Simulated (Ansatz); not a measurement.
**Zn (sc type): a single-point run**

The task is a single-point run on Zn (sc type).

Method: DFT, PBEsol, PAW with Ansatz's default frozen-core files, scalar-relativistic, in Ansatz 0.2.0.

### Step 1. The system as given

Symmetry: Pm-3m, No. 221, cubic system. Conventional cell: a = 2.035 Å, b = 2.035 Å, c = 2.035 Å, α = 90.00°, β = 90.00°, γ = 90.00°. Zn (site symmetry m-3m) is surrounded by 6 Zn at 2.04 Å.

Structure file:

```
CELL_PARAMETERS angstrom
2.03527 0.00000 0.00000
0.00000 2.03527 0.00000
0.00000 0.00000 2.03527
ATOMIC_POSITIONS crystal
Zn 0.00000 0.00000 0.00000
```

### Step 2. The run

The input, input.yaml:

```yaml
crystal:
  lattice:
    - [2.0352673022, 0.0, 0.0]
    - [0.0, 2.0352673022, 0.0]
    - [0.0, 0.0, 2.0352673022]
  atoms:
    - { symbol: Zn, position: [0.0, 0.0, 0.0] }
kpoints:
  mp_grid: { grid: [17, 17, 17] }
scf:
  occupations: { method: fermi_dirac, width: 0.05 }
  mixing: { algorithm: broyden, beta: 0.95, ndim: 1, preconditioner: none }
  max_iter: 50
hamiltonian:
  xc: pbesol
  pseudopotentials: { kind: paw }
output:
  forces: true
  stress: true
  eigenvalues: true
  populations: true
```

Started as:

```
> ansatz run input.yaml --threads 1 --pin off --max-ram 2048MiB --backend cpu --events-out ev --progress --plain --runs-dir out
```

Log, shortened:

```text
[...]
Pseudopotentials: kind: paw
Pseudopotential: Zn, paw, valence charge 12, recommended cutoff 420 eV (normal)
Functional definition: PBEsol
[...]
Crystal: 1 atoms, lattice volume = 8.431 Å³
Basis set: ecut = 420 eV, 171 PW (Γ), exchange–correlation on 30×30×30 points (8 copies of the dense FFT grid, shifted against one another)
Bands: 10, of which v1, the nominal top of the filled ones, is band 6 counted from 1 (5 counted from 0)
Symmetry: 48 space group operations
Space group: Pm-3m (ITA 221), of the structure as read, at distance tolerance 2.0e-5 Å
k-points: 165 of 4913
[...]
SCF iter   1: F=—  HF=-3277.454469 eV  |F-HF|=—  |Δ(HF+E_count)|=         —  Δρ=7.28e-3  dr2=1.82e-3  ethr=1.77e-3  ⟨swp⟩=5.4  Hψ=11958  notcnv=0
[...]
SCF iter   6: F=-3277.454794 eV  HF=-3277.454795 eV  |F-HF|=9.17e-8  |Δ(HF+E_count)|=   3.36e-6  Δρ=2.14e-5  dr2=1.71e-8  ethr=8.33e-10  ⟨swp⟩=6.5  Hψ=11217  notcnv=0
[...]
SCF converged after 6 iterations
Stability not checked: this state was not tested for a lower state beside it, because the mixer in use, unlike msr1, does not test its closes by its own steps (another_mixer; see scf.mixing.algorithm and scf.lower_state_search)
Free energy (F): -3277.454794 eV
[...]
E sigma→0 (E₀):  -3277.453576 eV
Entropy (-TS):   -0.002437 eV (-2.437 meV/atom)
Fermi energy:    23.142781 eV
[...]
--- Forces (eV/Å), atoms counted from 1 ---
  atom   1  Zn    -0.00000000     0.00000000     0.00000000
[...]
--- Stress (GPa, compression-positive) ---
      235.181356       0.000000       0.000000
       -0.000000     235.181356       0.000000
        0.000000       0.000000     235.181356
  P = ⅓ Tr σ = 235.1814 GPa (2351.814 kbar)
--- Band table (eV; the first three rows and the last of 165) ---
  k-point 0: bands = ["6.6459", "10.2961", "10.2961", "14.5545", "14.5545", "14.5545", "42.1720", "42.1720", "42.1720", "46.0995"]
[...]
--- Löwdin populations: 1 site ---
  site symbol       q [e]
     0     Zn     11.4815
  spilling = 0.043208 (of n_electrons = 12.000000)
```

It took 1.6 s on 1 thread of Arm Neoverse V2, shared host; peak memory 0.26 GiB.

### Step 3. Can this be trusted?

This run ends as converged. It gives a pressure of 235 GPa, which is large; a structure far from rest gives such values too, whatever the setting.

Look at the input: scf.mixing.algorithm is broyden; scf.mixing.beta is 0.95; scf.mixing.ndim is 1; scf.mixing.preconditioner is none. The risk: mixing too aggressive. Here it converged all the same; such a setting changes the road, not the converged state. Several mixing settings were changed at once, so this run can't tell how much each is to blame.

The test: delete scf.mixing.algorithm, scf.mixing.beta, scf.mixing.ndim and scf.mixing.preconditioner (the default then holds).

### Step 4. Second run, to compare

Besides the cure, the input differs in scf.max_iter.

Edit input.yaml of step 2 so:

```diff
@@ -11,4 +11,2 @@
   occupations: { method: fermi_dirac, width: 0.05 }
-  mixing: { algorithm: broyden, beta: 0.95, ndim: 1, preconditioner: none }
-  max_iter: 50
 hamiltonian:
```

Started as:

```
> ansatz run input.yaml --threads 1 --pin off --max-ram 2048MiB --backend cpu --events-out ev --progress --plain --runs-dir out
```

The main lines of its log:

```text
[...]
Basis set: ecut = 420 eV, 171 PW (Γ), exchange–correlation on 30×30×30 points (8 copies of the dense FFT grid, shifted against one another)
[...]
k-points: 165 of 4913
[...]
SCF iter   1: F=—  HF=-3277.454517 eV  |F-HF|=—  |Δ(HF+E_count)|=         —  Δρ=7.28e-3  dr2=1.82e-3  ethr=1.77e-3  ⟨swp⟩=5.4  Hψ=11956  notcnv=0
preconditioner: auto → none  [metal: Δε(μ)=0.081 eV  Ē_g=24.755 eV  σ=0.050 eV  W_gap=0.38  n_scr=0 (ndim 8)  ℏωp=44.3 eV  f_vac=0.000  D(μ)=0.30/eV (n_scr^D=0)]
SCF iter   2: F=—  HF=-3277.454806 eV  |F-HF|=—  |Δ(HF+E_count)|=   2.90e-4  Δρ=2.64e-3  dr2=3.39e-4  ethr=1.52e-5  ⟨swp⟩=2.6  Hψ=4606  notcnv=0  defer=14
[...]
SCF iter   5: F=—  HF=-3277.454794 eV  |F-HF|=—  |Δ(HF+E_count)|=   3.35e-6  Δρ=8.18e-5  dr2=2.52e-7  ethr=9.77e-8  ⟨swp⟩=2.6  Hψ=2804  notcnv=0  defer=14
SCF iter   6: F=-3277.454794 eV  HF=-3277.454794 eV  |F-HF|=4.81e-9  |Δ(HF+E_count)|=   1.27e-7  Δρ=7.99e-6  dr2=2.37e-9  ethr=8.33e-10  ⟨swp⟩=7.0  Hψ=9218  notcnv=0
[...]
SCF converged after 6 iterations
Free energy (F): -3277.454794 eV
[...]
E sigma→0 (E₀):  -3277.453576 eV
[...]
Fermi energy:    23.142672 eV
[...]
  P = ⅓ Tr σ = 235.1806 GPa (2351.806 kbar)
[...]
```

It took 1.5 s on 1 thread of Arm Neoverse V2, shared host; peak memory 0.27 GiB.

| run | ending | energy change | pressure (GPa) | gap (eV) | force (eV/Å) | cycles | time |
| --- | --- | --- | --- | --- | --- | --- | --- |
| first try | converged | 0.0 meV/atom | 235.2 | 0.00 | 0.00 | 6 | 1.6 s |
| second try | converged | 0 | 235.2 | 0.00 | 0.00 | 6 | 1.5 s |

### Step 5. Outcome

```
                           quantity                                                                           value
                          first try                                                         converged, 6 SCF cycles
                 setting under test  mixing.algorithm broyden, mixing.beta 0.95, mixing.ndim 1, preconditioner none
                         second try                                                         converged, 6 SCF cycles
energy (zero set by the potentials)                                                                   -3277.4548 eV
                           pressure                                                                      235.18 GPa
                    gap on the mesh                                                       none (metal on this mesh)
                      largest force                                                                      0.000 eV/Å
```

**Reading.** Both runs end at the same energy: the doubtful setting did not spoil the result here. The structure is not at rest: the sound run finds 235 GPa, so these are no properties of the relaxed crystal. 
